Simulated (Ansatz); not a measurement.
# FGeH8N3Si: up Jacob's ladder to CCSD(T)

Aim: compute FGeH8N3Si with functionals from several rungs and with coupled cluster. The yardstick is the atomisation energy at the CCSD(T) limit.

Computed with Ansatz 0.2.0, Gaussian basis. Level: functionals in def2-TZVPP, the program's frozen cores in correlated methods.

Plan: PBE-D4, r2SCAN-D4, PBE0-D4, B3LYP-D4, ωB97X-V, ωB97M-V, B2PLYP; CCSD(T)/def2-TZVPP; MP2/def2-QZVPP; extrapolation to the limit.

### 1 Structure used throughout

All runs share one geometry, relaxed beforehand with PBE0-D4 in a triple-zeta def2 set.

SMILES `[NH2][GeH2][NH][SiH](N)F`, 14 atoms, charge 0, spin multiplicity 1.

Atoms are counted from 1 here; the program's logs count them from 0.

Bond lengths: N1–Ge2 1.848 Å, N1–H7 1.011 Å, N1–H8 1.011 Å, Ge2–N3 1.833 Å, Ge2–H9 1.544 Å, Ge2–H10 1.535 Å, N3–Si4 1.704 Å, N3–H11 1.008 Å, Si4–N5 1.690 Å, Si4–F6 1.604 Å, Si4–H12 1.483 Å, N5–H13 1.010 Å, N5–H14 1.004 Å. Angles: Ge2–N1–H7 114.2°, Ge2–N1–H8 113.8°, H7–N1–H8 108.4°, N1–Ge2–N3 106.6°, N1–Ge2–H9 114.2°, N1–Ge2–H10 105.5°, N3–Ge2–H9 105.6°, N3–Ge2–H10 113.0°, H9–Ge2–H10 112.0°, Ge2–N3–Si4 126.5°, Ge2–N3–H11 115.2°, Si4–N3–H11 118.4°, N3–Si4–N5 106.3°, N3–Si4–F6 114.3°, N3–Si4–H12 108.7°, N5–Si4–F6 106.8°, N5–Si4–H12 118.4°, F6–Si4–H12 102.7° and more.

Geometry (Å):

```csv
atom,x (Å),y (Å),z (Å)
N1,-0.5529,0.1178,-1.9417
Ge2,-0.0606,1.4030,-0.7081
N3,-0.4467,0.7155,0.9471
Si4,0.1851,-0.7157,1.6217
N5,0.7255,-1.6529,0.3237
F6,1.4458,-0.4908,2.5876
H7,-1.5511,0.0408,-2.0853
H8,-0.1073,0.2247,-2.8433
H9,-0.8645,2.7167,-0.8096
H10,1.4415,1.6289,-0.9278
H11,-1.1078,1.2493,1.4895
H12,-0.8272,-1.2961,2.5368
H13,0.3143,-1.5544,-0.5938
H14,1.4059,-2.3867,0.4031
```

### 2 PBE-D4 (GGA)

in.yaml

```yaml
crystal:
  periodic: [false, false, false]
  atoms:
    - {symbol: N, position_ang: [-0.552944, 0.117840, -1.941651]}
    - {symbol: Ge, position_ang: [-0.060618, 1.402968, -0.708090]}
    - {symbol: N, position_ang: [-0.446702, 0.715477, 0.947072]}
    - {symbol: Si, position_ang: [0.185056, -0.715735, 1.621748]}
    - {symbol: N, position_ang: [0.725495, -1.652923, 0.323684]}
    - {symbol: F, position_ang: [1.445848, -0.490849, 2.587590]}
    - {symbol: H, position_ang: [-1.551055, 0.040821, -2.085298]}
    - {symbol: H, position_ang: [-0.107266, 0.224686, -2.843261]}
    - {symbol: H, position_ang: [-0.864494, 2.716709, -0.809587]}
    - {symbol: H, position_ang: [1.441507, 1.628909, -0.927771]}
    - {symbol: H, position_ang: [-1.107799, 1.249278, 1.489502]}
    - {symbol: H, position_ang: [-0.827235, -1.296138, 2.536774]}
    - {symbol: H, position_ang: [0.314323, -1.554368, -0.593792]}
    - {symbol: H, position_ang: [1.405892, -2.386667, 0.403068]}
basis:
  gaussian: {orbitals: def2-TZVPP}
hamiltonian: {xc: pbe, dispersion: d4}
output: {forces: true, orbitals: {seedname: orbitals}}
```

The run is started by

```bash
$ ansatz run in.yaml --threads 2 --pin off --events-out ev --progress --plain --max-ram 20480MiB --backend cuda --devices 0, --max-vram 18GiB
```

The runs that follow: r2SCAN-D4 (meta-GGA); PBE0-D4 (hybrid); B3LYP-D4 (hybrid); ωB97X-V (range-separated); ωB97M-V (range-separated); B2PLYP (double hybrid); CCSD(T) in def2-TZVPP; MP2 in def2-QZVPP.

**Question.** What will the summary of the whole plan be? Wanted: atomisation energy, CCSD(T)/CBS; farthest; mean size of error, hybrid; mean size of error, range-separated; gap, smallest and largest; T1 diagnostic; triples share of the correlation energy.

As calculated:

| quantity | value |
| --- | --- |
| atomisation energy, CCSD(T)/CBS | 50.374 eV |
| functionals within 0.504 eV (1.0 %) | PBE-D4, B3LYP-D4, ωB97X-V, ωB97M-V |
| farthest | B2PLYP (-0.799 eV) |
| mean size of error, hybrid | 0.456 eV |
| mean size of error, range-separated | 0.117 eV |
| gap, smallest and largest | 5.59 eV (PBE-D4), 12.24 eV (ωB97X-V) |
| T1 diagnostic | 0.0111 |
| triples share of the correlation energy | 3.5 % |

PBE-D4 misses by +0.264 eV. Double hybrids carry the basis error of their MP2 part in triple zeta, and no dispersion term here, so their miss is partly the set-up's. The reference freezes the cores and leaves out relativity and excitations past (T), and its outer-core shells are covered unevenly, so misses under about 0.504 eV can't be ranked. Hartree-Fock recovers 68 % of the binding; the rest is correlation. The gap grows from 5.6 to 12.2 eV across the functionals, mostly with the share of exact exchange. Correlated methods include outer-core shells of Ge, which these sets cover unevenly.
